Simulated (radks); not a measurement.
# Kr²⁺ with its nuclear charge varied continuously

An exercise on one series of results from a longer session: the logs are not shown, and one member is left open.

The numbers are computed with radks (a radial shooting solver on a logarithmic mesh, Libxc functionals) version 1 (Dirac Kohn-Sham, LDA (Slater exchange, Perdew-Wang correlation), spin-unpolarised, spherical densities, point nucleus; open shells fill j = l - 1/2 first), except any that are marked as measured or tabulated.

## The system

```
element       : krypton (Z = 36)
charge        : +2
electrons     : 34
configuration : [Ar] 3d10 4s2 4p4
```

The first run:

Input:

```text
Z 36
configuration [Ar] 3d10 4s2 4p4
relativity Dirac
functional lda,pw
spin unpolarised
j_filling energy
nucleus point
c 137.035999084
```

Among the steps run: Z = 36.

One table of the session follows, with a row left open; its other results are not shown here.

Radial moments (bohr):

```
level     <r>  outermost maximum (interpolated)  90 % within  nodes
3s1/2  0.5311                             0.468        0.790      2
3p1/2       ?                                 ?            ?      ?
3p3/2  0.5445                             0.466        0.831      1
3d3/2  0.5528                             0.408        0.906      0
3d5/2  0.5567                             0.411        0.912      0
4s1/2   1.499                              1.31         2.20      3
4p1/2   1.715                              1.46         2.56      2
4p3/2   1.746                              1.49         2.61      2
```

Q: Estimate the row for 3p1/2 from the others.

**Answer.** <r>: 0.5339; outermost maximum (interpolated): 0.457; 90 % within: 0.815; nodes: 1. In the column «<r>» it lies between 3s1/2 (0.5311) and 3p3/2 (0.5445).
